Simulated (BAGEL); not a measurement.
# GaAsH6 (SMILES [GaH3-][AsH3+]) at PBE0/def2-SVP (density fitting with qzvpp-jkfit)

Aim: the energy change on altering one bond length of GaAsH6 at PBE0/def2-SVP (density fitting with qzvpp-jkfit), from 2 runs. 

The calculation is run with BAGEL 1.2.2.

### 1 The system as given

The species is GaAsH6 (8 atoms), meant as a singlet with charge 0. As SMILES, `[GaH3-][AsH3+]`. Geometry: relaxed at PBE0-D4/def2-TZVP.

Bond lengths: Ga1–As2 2.660 Å, Ga1–H3 1.574 Å, Ga1–H4 1.574 Å, Ga1–H5 1.574 Å, As2–H6 1.509 Å, As2–H7 1.509 Å, As2–H8 1.509 Å. Some angles: Ga1–As2–H6 120.3°, Ga1–As2–H7 120.4°, Ga1–As2–H8 120.3°, As2–Ga1–H3 96.1°, As2–Ga1–H4 96.0°, As2–Ga1–H5 96.1°, H6–As2–H7 96.8°, H6–As2–H8 96.8°, H7–As2–H8 96.8°, H3–Ga1–H4 118.9°.

### 2 The energy at PBE0/def2-SVP (density fitting with qzvpp-jkfit)

The input, input.json:

```json
{ "bagel": [

{
  "title": "molecule",
  "basis": "svp",
  "df_basis": "qzvpp-jkfit",
  "angstrom": "true",
  "geometry": [
    { "atom": "Ga", "xyz": [   -0.484000,    0.147800,   -1.471200 ] },
    { "atom": "As", "xyz": [    0.365000,   -0.117600,    1.036000 ] },
    { "atom": "H", "xyz": [    0.423200,   -0.988100,   -2.075500 ] },
    { "atom": "H", "xyz": [   -1.996500,   -0.166900,   -1.167600 ] },
    { "atom": "H", "xyz": [   -0.038000,    1.648300,   -1.639500 ] },
    { "atom": "H", "xyz": [    1.005200,    1.046800,    1.750900 ] },
    { "atom": "H", "xyz": [    1.421100,   -1.139300,    1.379400 ] },
    { "atom": "H", "xyz": [   -0.603800,   -0.488100,    2.131900 ] }
  ]
},
{ "title": "ks", "xc_func": "pbe0" },
{ "title": "print", "file": "orbitals.molden", "orbitals": "true" }

]}
```

The run is started by

```console
$ BAGEL_NUM_THREADS=1 BAGEL input.json > input.out
```

Output:

```text
* using 1 threads per process

  ===============================================================
  ===============================================================

  *** Geometry ***

  { "atom" : "Ga", "xyz" : [     -0.914627,      0.279302,     -2.780165 ] },
  { "atom" : "As", "xyz" : [      0.689750,     -0.222232,      1.957756 ] },
  { "atom" : "H", "xyz" : [      0.799732,     -1.867238,     -3.922127 ] },
  { "atom" : "H", "xyz" : [     -3.772838,     -0.315395,     -2.206444 ] },
  { "atom" : "H", "xyz" : [     -0.071810,      3.114836,     -3.098206 ] },
  { "atom" : "H", "xyz" : [      1.899553,      1.978165,      3.308721 ] },
  { "atom" : "H", "xyz" : [      2.685490,     -2.152965,      2.606688 ] },
  { "atom" : "H", "xyz" : [     -1.141017,     -0.922375,      4.028707 ] },

  Number of auxiliary basis functions:      640

  Since a DF basis is specified, we compute 2- and 3-index integrals:
    o Being stored without compression. Storage requirement is 0.045 GB

  Number of basis functions:       94
  Number of electrons      :       70

    * METHOD: MOLECULE                             0.45

  *** Kohn-Sham DFT ***

    * Removing 12000 points whose weight is below 1.00e-10
    * Grid points: 107248

  === Nuclear Repulsion ===
   301.5805314521

       - DIIS with orbital gradients will be used.

  === KS iteration (pbe0 / svp) ===
      0      -4095.71796929          0.10938744           0.55
      1      -3815.65065760          0.16227792           0.52
      2      -3861.03923712          0.11915712           0.53
      3      -4077.33225887          0.08251139           0.53
      4      -4147.30475741          0.10524345           0.53
      5      -4107.81879695          0.18031295           0.53
      6      -4108.00833627          0.17863527           0.52
      7      -4162.41082235          0.02861641           0.53
      8      -4156.02133869          0.11104569           0.53
      9      -4162.61351005          0.02836506           0.53
     10      -4163.21717253          0.00628181           0.53
     11      -4163.23439199          0.00294603           0.53
     12      -4163.23774038          0.00029683           0.53
     13      -4163.23779508          0.00014300           0.53
     14      -4163.23780971          0.00002268           0.52
     15      -4163.23781003          0.00000411           0.53
     16      -4163.23781004          0.00000082           0.53
     17      -4163.23781004          0.00000040           0.53
     18      -4163.23781004          0.00000005           0.52
     19      -4163.23781004          0.00000002           0.53
     20      -4163.23781004          0.00000001           0.53
    * SCF iteration converged.

    * Permanent dipole moment:
           (   -0.474370,     0.148354,    -1.400609) a.u.

    * METHOD: KS                                  11.61

    * METHOD: PRINT                                0.02

  ===============================================================
```

Run time: 12 s. Hardware: 1 thread of Arm Neoverse V1, shared host; peak memory 0.54 GiB.

### 3 The distorted shape

The input, dft.json:

```json
{ "bagel": [

{
  "title": "molecule",
  "basis": "svp",
  "df_basis": "qzvpp-jkfit",
  "angstrom": true,
  "geometry": [
    { "atom": "Ga", "xyz": [   -0.840793,   -1.052578,   -1.336562 ] },
    { "atom": "As", "xyz": [    0.008207,   -1.317978,    1.170638 ] },
    { "atom": "H", "xyz": [    0.066407,   -2.188478,   -1.940862 ] },
    { "atom": "H", "xyz": [   -2.353293,   -1.367278,   -1.032962 ] },
    { "atom": "H", "xyz": [   -0.038000,    1.648300,   -1.639500 ] },
    { "atom": "H", "xyz": [    0.648407,   -0.153578,    1.885538 ] },
    { "atom": "H", "xyz": [    1.064307,   -2.339678,    1.514038 ] },
    { "atom": "H", "xyz": [   -0.960593,   -1.688478,    2.266538 ] }
  ]
},
{
  "title": "ks",
  "xc_func": "pbe0"
},
{
  "title": "print",
  "file": "orbitals.molden",
  "orbitals": true
}

]}
```

The run is started by

```console
$ BAGEL_NUM_THREADS=1 BAGEL dft.json > dft.out
```

Output:

```text
* using 1 threads per process

  ===============================================================
  ===============================================================

  *** Geometry ***

  { "atom" : "Ga", "xyz" : [     -1.588868,     -1.989084,     -2.525736 ] },
  { "atom" : "As", "xyz" : [      0.015509,     -2.490617,      2.212185 ] },
  { "atom" : "H", "xyz" : [      0.125491,     -4.135624,     -3.667698 ] },
  { "atom" : "H", "xyz" : [     -4.447079,     -2.583781,     -1.952015 ] },
  { "atom" : "H", "xyz" : [     -0.071810,      3.114836,     -3.098206 ] },
  { "atom" : "H", "xyz" : [      1.225312,     -0.290220,      3.563150 ] },
  { "atom" : "H", "xyz" : [      2.011249,     -4.421351,      2.861117 ] },
  { "atom" : "H", "xyz" : [     -1.815258,     -3.190761,      4.283136 ] },

  Number of auxiliary basis functions:      640

  Since a DF basis is specified, we compute 2- and 3-index integrals:
    o Being stored without compression. Storage requirement is 0.045 GB

  Number of basis functions:       94
  Number of electrons      :       70

    * METHOD: MOLECULE                             0.45

  *** Kohn-Sham DFT ***

    * Removing 11371 points whose weight is below 1.00e-10
    * Grid points: 107877

  === Nuclear Repulsion ===
   295.6482768134

       - DIIS with orbital gradients will be used.

  === KS iteration (pbe0 / svp) ===
      0      -4095.94302173          0.10720529           0.55
      1      -3816.47956912          0.16022075           0.53
      2      -3863.41934415          0.11669235           0.53
      3      -4075.93437738          0.07669048           0.53
      4      -4147.97248818          0.10246743           0.53
      5      -4058.96220062          0.14112178           0.53
      6      -4109.14616096          0.17716895           0.53
      7      -4162.07653602          0.02826742           0.53
      8      -4154.39563943          0.10437868           0.53
      9      -4161.12049436          0.04480307           0.53
     10      -4163.11374161          0.00461657           0.53
     11      -4163.12975574          0.00214779           0.54
     12      -4163.13384306          0.00078455           0.54
     13      -4163.13458915          0.00030305           0.54
     14      -4163.13466267          0.00011357           0.54
     15      -4163.13467813          0.00003329           0.54
     16      -4163.13467878          0.00000422           0.54
     17      -4163.13467879          0.00000206           0.53
     18      -4163.13467879          0.00000050           0.53
     19      -4163.13467879          0.00000027           0.54
     20      -4163.13467880          0.00000006           0.54
     21      -4163.13467880          0.00000003           0.54
     22      -4163.13467880          0.00000001           0.53
    * SCF iteration converged.

    * Permanent dipole moment:
           (   -0.216260,     1.207343,    -1.671210) a.u.

    * METHOD: KS                                  12.81

    * METHOD: PRINT                                0.02

  ===============================================================
```

It took 14 s on 1 thread of Arm Neoverse V1, shared host; peak memory 0.54 GiB.

### 4 Outcome

At PBE0/def2-SVP (density fitting with qzvpp-jkfit):

| quantity | value |
| --- | --- |
| first shape: total energy | -4163.23781 Eh |
| first shape: dipole moment | 3.78 D |
| first shape: HOMO energy | -7.86 eV |
| first shape: LUMO energy | -0.15 eV |
| first shape: HOMO–LUMO gap | 7.71 eV |
| distorted shape: total energy | -4163.13468 Eh |
| distorted shape: dipole moment | 5.27 D |
| distorted shape: HOMO energy | -5.87 eV |
| distorted shape: LUMO energy | -1.91 eV |
| distorted shape: HOMO–LUMO gap | 3.96 eV |
| energy change with the Ga1–H5 bond stretched from 1.574 to 2.834 Å | 2.806 eV |

In words: One bond (distorted shape) is far stretched, which a spin-restricted single reference describes badly; a broken-symmetry solution may lie lower. With the Ga1–H5 bond stretched from 1.574 to 2.834 Å the energy rises by 2.81 eV (271 kJ/mol). The first shape isn't relaxed at this level, so the change isn't measured from a minimum. A restricted reference can't describe the breaking bond well at this length.
